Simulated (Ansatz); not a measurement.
**C2H6O2SW: how energies converge with the basis set**

How large a basis does C2H6O2SW need? Two functionals are run in growing sets.

Method: one geometry, several basis sets; program: Ansatz 0.2.0, Gaussian basis.

Plan: PBE0-D4/def2-SVP; ωB97M-V/def2-SVP; PBE0-D4/def2-QZVPP; ωB97M-V/def2-QZVPP; the functionals' def2-TZVPP values are taken from earlier runs.

## Step 1: Structure used throughout

An earlier PBE0-D4 in a triple-zeta def2 set relaxation fixed the geometry. W takes the def2 core potential; no spin-orbit term is included.

SMILES `C[O][W]([CH3])(=[O])=[S]`, 12 atoms, charge 0, spin multiplicity 1.

Atoms are counted from 1 here; the program's logs count them from 0.

Bond lengths: C1–O2 1.407 Å, C1–H7 1.092 Å, C1–H8 1.092 Å, C1–H9 1.092 Å, O2–W3 1.846 Å, W3–C4 2.106 Å, W3–O5 1.700 Å, W3–S6 2.136 Å, C4–H10 1.092 Å, C4–H11 1.093 Å, C4–H12 1.095 Å. Angles: O2–C1–H7 110.7°, O2–C1–H8 108.4°, O2–C1–H9 109.4°, H7–C1–H8 109.6°, H7–C1–H9 109.7°, H8–C1–H9 109.1°, C1–O2–W3 144.7°, O2–W3–C4 108.2°, O2–W3–O5 112.6°, O2–W3–S6 113.5°, C4–W3–O5 104.8°, C4–W3–S6 106.0°, O5–W3–S6 111.1°, W3–C4–H10 110.6°, W3–C4–H11 110.3°, W3–C4–H12 108.8°, H10–C4–H11 108.8°, H10–C4–H12 108.7° and more.

## Step 2: PBE0-D4 in def2-SVP

in.yaml

```yaml
crystal:
  periodic: [false, false, false]
  atoms:
    - {symbol: C, position_ang: [-0.716231, -0.907662, 2.050677]}
    - {symbol: O, position_ang: [0.128574, -0.453861, 1.020574]}
    - {symbol: W, position_ang: [0.411700, 0.890803, -0.212383]}
    - {symbol: C, position_ang: [0.539432, 0.015963, -2.123753]}
    - {symbol: O, position_ang: [1.905093, 1.674213, 0.005866]}
    - {symbol: S, position_ang: [-1.187600, 2.302964, -0.316715]}
    - {symbol: H, position_ang: [-1.697649, -0.432914, 1.981598]}
    - {symbol: H, position_ang: [-0.825482, -1.989945, 1.955882]}
    - {symbol: H, position_ang: [-0.263534, -0.678342, 3.017710]}
    - {symbol: H, position_ang: [0.743856, 0.775976, -2.880845]}
    - {symbol: H, position_ang: [-0.397777, -0.487822, -2.373348]}
    - {symbol: H, position_ang: [1.359619, -0.709373, -2.125263]}
basis:
  gaussian: {orbitals: def2-SVP}
hamiltonian: {xc: pbe0, dispersion: d4}
output: {orbitals: {seedname: orbitals}}
```

Command:

```
$ ansatz run in.yaml --threads 4 --pin off --events-out ev --progress --plain --max-ram 11315MiB
```

After this run come: ωB97M-V in def2-SVP; PBE0-D4 in def2-QZVPP; ωB97M-V in def2-QZVPP.

Q: Predict the results of all the runs planned. Wanted: PBE0-D4: double and triple zeta above quadruple; ωB97M-V: double and triple zeta above quadruple.

The runs gave:

```
                                       quantity           value
PBE0-D4: double and triple zeta above quadruple  12.42, 0.70 eV
ωB97M-V: double and triple zeta above quadruple  12.67, 0.67 eV
```

For PBE0-D4 the step from double to triple zeta gains 11.72 eV and the next only 0.70 eV. These are total energies; as a rule much of such shifts cancels in differences, which this series doesn't test.
